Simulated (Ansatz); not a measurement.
# GaH5O: the cost of one run

Method: RKS B3LYP/def2-SVP, in Ansatz 0.2.0.

1 further run of the same task is left out (it didn't finish).

**1. The structure to begin with**

Bond lengths: Ga1–O2 2.140 Å, O2–H3 1.010 Å, Ga1–H4 1.570 Å, Ga1–H5 1.570 Å. Angles: Ga1–O2–H3 109.5°, O2–Ga1–H4 120.0°, O2–Ga1–H5 120.0°, H4–Ga1–H5 120.0°.

Coordinates:

```xyz
7

Ga    0.0000    0.0000    0.0000
O     0.0000    0.0000    2.1400
H    -0.9095   -0.2814    2.4771
H     1.3596    0.0000   -0.7850
H    -1.3596    0.0000   -0.7850
H     0.0838    1.7726    0.5897
H     0.0648    1.3714    1.5381
```

**2. Pulling towards end A**

Springs on the bonds that form and break draw the guess towards this end; the thresholds are loose.

input.yaml

```yaml
crystal:
  periodic: [false, false, false]
  atoms:
    - { symbol: Ga, position_ang: [0.0, 0.0, 0.0] }
    - { symbol: O, position_ang: [0.0, 0.0, 2.14] }
    - { symbol: H, position_ang: [-0.9095, -0.2814, 2.4771] }
    - { symbol: H, position_ang: [1.3596, 0.0, -0.785] }
    - { symbol: H, position_ang: [-1.3596, 0.0, -0.785] }
    - { symbol: H, position_ang: [0.0838, 1.7726, 0.5897] }
    - { symbol: H, position_ang: [0.0648, 1.3714, 1.5381] }
basis:
  gaussian: { orbitals: def2-SVP }
hamiltonian:
  xc: b3lyp
relax:
  f_tol: 0.15
  max_steps: 25
  restrain:
    - { distance: [0, 5], at: 2.77, k: 30.0 }
    - { distance: [6, 1], at: 2.21, k: 30.0 }
    - { distance: [0, 1], at: 1.79, k: 30.0 }
    - { distance: [6, 5], at: 0.66, k: 30.0 }
```

Started as:

```sh
$ ansatz run input.yaml --threads 1 --pin off --max-ram 2048MiB --backend cpu --events-out ev --progress --plain --runs-dir out
```

Q: Estimate wall time and peak memory on 1 thread of Intel Xeon 6975P-C (Granite Rapids), shared host.

About 16 s, with a peak of 0.15 GiB.
